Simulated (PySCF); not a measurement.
**C5H7BGe: electronic excitations**

Aim: predict the electronic excitations of C5H7BGe (`B[C@@H]1C=[CH][Ge@H]1[C]#C`).

The runs use PySCF 2.14.0, with density-fitted response routines of our own; the level of theory stands in each step. All values are computed, except where a source is named. Atoms are numbered from 0 throughout.

## Step 1: Starting geometry

14 atoms, charge 0, multiplicity 1; geometry from: GFN2-xTB.

Bonds of the start (Å): B0–C1 1.53, C1–C2 1.49, C2–C3 1.34, C3–Ge4 1.96, Ge4–C5 1.91, C5–C6 1.20, Ge4–C1 2.08, B0–H7 1.17, B0–H8 1.17, C1–H9 1.09, C2–H10 1.08, C3–H11 1.08, Ge4–H12 1.53, C6–H13 1.05.

## Step 2: TDDFT and polarisability: PBE0/def2-SVPD

Job settings and geometry (Å):

```
{"job": {"kind": "uv", "xc": "PBE0", "basis": "def2-SVPD", "nstates": 8, "ntriplets": 3}, "charge": 0, "multiplicity": 1}
B     -1.651751     0.951098     1.218999
C     -0.735152     0.885777    -0.003772
C     -1.166136     0.172676    -1.244543
C     -0.618945    -1.043746    -1.301676
Ge     0.404979    -0.817134     0.357007
C      2.285899    -0.516614     0.191483
C      3.459906    -0.291287     0.052643
H     -1.349671     1.624369     2.129035
H     -2.608282     0.277086     1.279269
H     -0.115894     1.760825    -0.204840
H     -1.842807     0.615729    -1.962757
H     -0.784328    -1.800421    -2.051640
H      0.230839    -1.713152     1.579621
H      4.490665    -0.105678    -0.060996
```

With the program's defaults for keys left out, this is: TDDFT PBE0/def2-SVPD, vertical, gas phase, core orbitals frozen in the response.

On the command line:

```
$ OMP_NUM_THREADS=1 python probes_run.py task.json out
```

This one command runs all jobs of the session in turn.

What will the session give for the following? lowest singlet (PBE0/def2-SVPD); brightest single state of those computed; lowest triplet. Wanted: lowest singlet; brightest single state of those computed; lowest triplet.

As calculated:

| quantity | value |
| --- | --- |
| lowest singlet (PBE0/def2-SVPD) | 5.01 eV (248 nm), f = 0.021 |
| brightest single state of those computed | state 7, 6.35 eV, f = 0.108 |
| lowest triplet | 4.21 eV |

The lowest singlet, at 5.01 eV, is HOMO→LUMO 0.94 and is weak; of the 8 states computed, the strongest absorption comes from state 7 at 6.35 eV. The lowest triplet lies 0.80 eV below the lowest singlet (triplets in Tamm-Dancoff, singlets in full TDDFT).
